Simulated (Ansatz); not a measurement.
# MgB under changes of volume

One of the cells (12.133 Å³/atom); the others are scaled copies at fixed shape and fractional positions:

```
Mg B
1.0
     2.89515    0.00000    0.00000
     0.00000    2.89515    0.00000
     0.00000    0.00000    2.89515
Mg B
1 1
Direct
  0.00000 0.00000 0.00000
  0.50000 0.50000 0.50000
```

The cell was built by a generator and needn't be a form met in nature.

```yaml
Program: Ansatz 0.2.0
Functional: PBE
Potentials_or_basis: all-electron LAPW, scalar-relativistic
Cutoff: 202 eV (chosen from the basis error)
Basis_error_allowed: 0.0005 eV/atom
k_mesh: 9 × 9 × 9
Occupations: fermi-dirac, width 0.05 eV
Spin: no spin polarisation
```

```tsv
volume (Å³/atom)	energy over the lowest point (meV/atom)	pressure (GPa)
11.405	13.06	5.9
11.648	5.76	3.8
11.891	1.52	1.8
12.133	0.00	0.1
12.376	0.94	-1.5
12.619	?	?
12.861	9.59	-4.3
```

Q: What does the run at 12.619 Å³/atom give?

A: Energy over the lowest point 4.19 meV/atom; pressure -2.9 GPa.

Worked out: A Birch-Murnaghan fit of order 3 (a polynomial in V^(-2/3)) to the other rows has its minimum at 12.16 Å³/atom with B0 = V·E''(V) = 82 GPa and B' = 3.4. It gives 4.23 meV/atom at 12.619 Å³/atom, against the run's 4.19, and -dE/dV = -2.9 GPa, against -2.9.

Energies are extrapolated to zero smearing.
